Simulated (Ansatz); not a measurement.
**triplet InSiH4F at 6 levels**

We compute a comparison of 6 runs (UHF/STO-3G, UHF/3-21G, U-revPBE/def2-SVP, UBHLYP/def2-SVP, UBLYP/def2-SVP, UCAM-B3LYP/def2-SVP) of triplet InSiH4F. 

The results are computed with Ansatz 0.2.0.

56 further runs of the same task are left out: 56 set aside as unsound or not needed.

**1. The system as given**

InSiH4F has 7 atoms, charge 0, and is taken as a triplet. SMILES of the parent species: `[F][InH][SiH3]`. The coordinates come from a PBE0-D4/def2-TZVP relaxation. That shape belongs to the parent species and isn't relaxed for this state.

Bond lengths: F1–In2 1.968 Å, In2–Si3 2.558 Å, In2–H4 1.714 Å, Si3–H5 1.486 Å, Si3–H6 1.486 Å, Si3–H7 1.487 Å. Angles: F1–In2–Si3 109.2°, F1–In2–H4 109.4°, Si3–In2–H4 141.4°, In2–Si3–H5 109.2°, In2–Si3–H6 109.1°, In2–Si3–H7 111.4°, H5–Si3–H6 109.2°, H5–Si3–H7 109.0°, H6–Si3–H7 109.0°.

**2. The energy at UHF/STO-3G (run 1)**

Contents of molecule.yaml:

```yaml
basis:
  gaussian: {orbitals: STO-3G}
crystal:
  periodic: [false, false, false]
  atoms:
    - {symbol: F, position_ang: [-0.196000, -2.340000, 1.298800]}
    - {symbol: In, position_ang: [-0.756000, -1.164900, -0.176800]}
    - {symbol: Si, position_ang: [0.528000, 1.043100, -0.028600]}
    - {symbol: H, position_ang: [-1.937800, -1.965900, -1.125300]}
    - {symbol: H, position_ang: [1.986000, 0.765900, -0.108800]}
    - {symbol: H, position_ang: [0.226000, 1.696000, 1.272200]}
    - {symbol: H, position_ang: [0.149800, 1.965800, -1.131400]}
hamiltonian: {xc: hf}
magnetization: {spin_polarized: true, initial_magnetization: 2}
output: {orbitals: {seedname: orbitals}}
accuracy: high
```

Run with:

```bash
$ ansatz run molecule.yaml --threads 1 --pin off --max-ram 3480MiB --events-out events.jsonl --progress --plain --runs-dir runs
```

Log:

```text
Warning: RAYON_NUM_THREADS=1 ignored (pool sized by the plan → 1); use --threads N
Functional definition: HF
  name "HF"
  exchange = exact_x
  correlation = 0
858 factors; integrals over basis functions are off by at most 3.9e-9 eV
mean field evaluation 1: about -165132.9231 eV, gradient 1.5e1 eV
mean field evaluation 2: about -165132.9807 eV, gradient 1.5e1 eV
mean field evaluation 4: about -165136.2633 eV, gradient 2.5e0 eV
mean field evaluation 8: about -165136.0741 eV, gradient 2.0e0 eV
mean field evaluation 16: about -165137.9861 eV, gradient 5.4e-4 eV
mean field evaluation 32: about -165137.8589 eV, gradient 4.9e-2 eV
mean field evaluation 64: about -165137.9584 eV, gradient 1.3e0 eV
mean field evaluation 96: about -165135.4249 eV, gradient 1.6e0 eV
mean field evaluation 128: about -165135.3227 eV, gradient 1.1e1 eV
mean field -165137.98607921 eV, -6068.7090538639 hartree, gradient 1.6e-8 eV, S^2 2.024667; 4 other end points of the search recorded, 0 dependent functions left out
reference -165137.98607921 eV, -6068.7090538639 hartree; 39, 37 occupied and 6, 8 virtual orbitals, 858 factors
Total energy: -165137.98607921 eV, -6068.7090538639 hartree
```

It took 3.6 s on 1 thread of Arm Neoverse V2, shared host; peak memory 0.17 GiB.

**3. The energy at UHF/3-21G (run 2)**

molecule.yaml: that of step 2 with these lines changed.

```diff
@@ -1,3 +1 @@
-basis:
-  gaussian: {orbitals: STO-3G}
 crystal:
@@ -12,5 +10,7 @@
     - {symbol: H, position_ang: [0.149800, 1.965800, -1.131400]}
+basis:
+  gaussian: {orbitals: 3-21G-spherical.json}
+magnetization: {spin_polarized: true, initial_magnetization: 2}
 hamiltonian: {xc: hf}
-magnetization: {spin_polarized: true, initial_magnetization: 2}
+accuracy: high
 output: {orbitals: {seedname: orbitals}}
-accuracy: high
```

The basis set 3-21G is read from a file made from the Basis Set Exchange's data (not shown).

Run with:

```bash
$ ansatz run molecule.yaml --threads 1 --pin off --max-ram 3480MiB --events-out events.jsonl --progress --plain --runs-dir runs
```

Log (excerpt; [...] marks lines left out):

```text
Warning: RAYON_NUM_THREADS=1 ignored (pool sized by the plan → 1); use --threads N
Functional definition: HF
  name "HF"
[...]
1272 factors; integrals over basis functions are off by at most 5.7e-9 eV
[...]
mean field -166076.47968746 eV, -6103.1980578331 hartree, gradient 2.0e-8 eV, S^2 2.003757; 5 other end points of the search recorded, 0 dependent functions left out
reference -166076.47968746 eV, -6103.1980578331 hartree; 39, 37 occupied and 22, 24 virtual orbitals, 1272 factors
Total energy: -166076.47968746 eV, -6103.1980578331 hartree
```

Wall time 9.3 s (1 thread of Arm Neoverse V2, shared host); peak memory 0.23 GiB.

Runs 3 to 4 aren't shown in full; the table further down has their settings and results.

**4. A single-point energy at UBLYP/def2-SVP (core potential) (run 5)**

molecule.yaml: that of step 3 with these lines changed.

```diff
@@ -11,5 +11,5 @@
 basis:
-  gaussian: {orbitals: 3-21G-spherical.json}
+  gaussian: {orbitals: def2-SVP}
 magnetization: {spin_polarized: true, initial_magnetization: 2}
-hamiltonian: {xc: hf}
+hamiltonian: {xc: {name: BLYP}}
 accuracy: high
```

Run with:

```bash
$ ansatz run molecule.yaml --threads 1 --pin off --max-ram 3480MiB --events-out events.jsonl --progress --plain --runs-dir runs
```

Log:

```text
Warning: RAYON_NUM_THREADS=1 ignored (pool sized by the plan → 1); use --threads N
Functional definition: BLYP
  name "BLYP"
  parameter beta = 0.0042
  parameter a = 0.04918
  parameter b = 0.132
  parameter c = 0.2533
  parameter d = 0.349
  exchange = b88_x(beta = beta)
  correlation = lyp_c(a = a, b = b, c = c, d = d)
1766 factors; integrals over basis functions are off by at most 7.9e-9 eV
mean field evaluation 1: about -15819.2729 eV, gradient 3.1e1 eV
mean field evaluation 2: about -15666.0691 eV, gradient 1.6e2 eV
mean field evaluation 4: about -15818.3139 eV, gradient 3.0e1 eV
mean field evaluation 8: about -15823.2928 eV, gradient 6.1e-1 eV
mean field evaluation 16: about -15823.2919 eV, gradient 8.3e-4 eV
mean field evaluation 32: about -15819.6850 eV, gradient 1.7e1 eV
mean field -15823.29186014 eV, -581.4952504478 hartree, gradient 1.0e-8 eV, S^2 2.003138; 5 other end points of the search recorded, 0 dependent functions left out
reference -15823.29191818 eV, -581.4952525805 hartree; 25, 23 occupied and 53, 55 virtual orbitals, 1766 factors
Total energy: -15823.29191818 eV, -581.4952525805 hartree
```

Run time: 12 s. Hardware: 1 thread of Arm Neoverse V2, shared host; peak memory 0.26 GiB.

**5. A single-point energy at UCAM-B3LYP/def2-SVP (core potential) (run 6)**

Contents of job.yaml:

```yaml
crystal:
  periodic: [false, false, false]
  atoms:
    - {symbol: F, position_ang: [-0.196000, -2.340000, 1.298800]}
    - {symbol: In, position_ang: [-0.756000, -1.164900, -0.176800]}
    - {symbol: Si, position_ang: [0.528000, 1.043100, -0.028600]}
    - {symbol: H, position_ang: [-1.937800, -1.965900, -1.125300]}
    - {symbol: H, position_ang: [1.986000, 0.765900, -0.108800]}
    - {symbol: H, position_ang: [0.226000, 1.696000, 1.272200]}
    - {symbol: H, position_ang: [0.149800, 1.965800, -1.131400]}
basis:
  gaussian:
    orbitals: def2-SVP
accuracy: high
hamiltonian:
  xc: {name: CAM-B3LYP}
magnetization:
  spin_polarized: true
  initial_magnetization: 2
output:
  orbitals: {seedname: orbitals}
```

Run with:

```bash
$ ansatz run job.yaml --threads 1 --pin off --max-ram 3480MiB --events-out events.jsonl --progress --plain --runs-dir runs
```

Log (excerpt; [...] marks lines left out):

```text
Warning: RAYON_NUM_THREADS=1 ignored (pool sized by the plan → 1); use --threads N
Functional definition: CAM-B3LYP
  name "CAM-B3LYP"
[...]
1766 factors; integrals over basis functions are off by at most 7.9e-9 eV
428 factors; integrals over basis functions are off by at most 2.2e-9 eV
[...]
mean field -15823.50647437 eV, -581.5031373753 hartree, gradient 6.6e-8 eV, S^2 2.008973; 4 other end points of the search recorded, 0 dependent functions left out
reference -15823.50649517 eV, -581.5031381395 hartree; 25, 23 occupied and 53, 55 virtual orbitals, 1766 factors
Total energy: -15823.50649517 eV, -581.5031381395 hartree
```

It took 16 s on 1 thread of Arm Neoverse V2, shared host; peak memory 0.43 GiB.

**6. The series**

```csv
run,level,core potential,energy (Eh),HOMO energy (eV),⟨S²⟩,wall time
1,UHF/STO-3G,none,-6068.709054,-1.73,2.025,3.6 s
2,UHF/3-21G,none,-6103.198058,-5.32,2.004,9.3 s
3,U-revPBE/def2-SVP (core potential),def2-SVP,-581.519742,-3.06,2.003,12 s
4,UBHLYP/def2-SVP (core potential),def2-SVP,-581.425760,-4.47,2.011,14 s
5,UBLYP/def2-SVP (core potential),def2-SVP,-581.495253,-2.82,2.003,12 s
6,UCAM-B3LYP/def2-SVP (core potential),def2-SVP,-581.503138,-4.81,2.009,16 s
```

**7. What came out**

| quantity | value |
| --- | --- |
| run 6: total energy | -581.50314 Eh |
| run 6: HOMO energy (highest over α and β) | -4.81 eV |
| run 6: ⟨S²⟩ | 2.009 |

What this shows: Totals of different functionals can't be ranked against each other. Some runs of one species differ in core potentials or relativity; totals across that change don't compare. In run 1 the basis is minimal, so the values are rough. In runs 1, 2 relativity is left out where basis or elements ask for it. All runs together took 67 s, the longest 16 s.
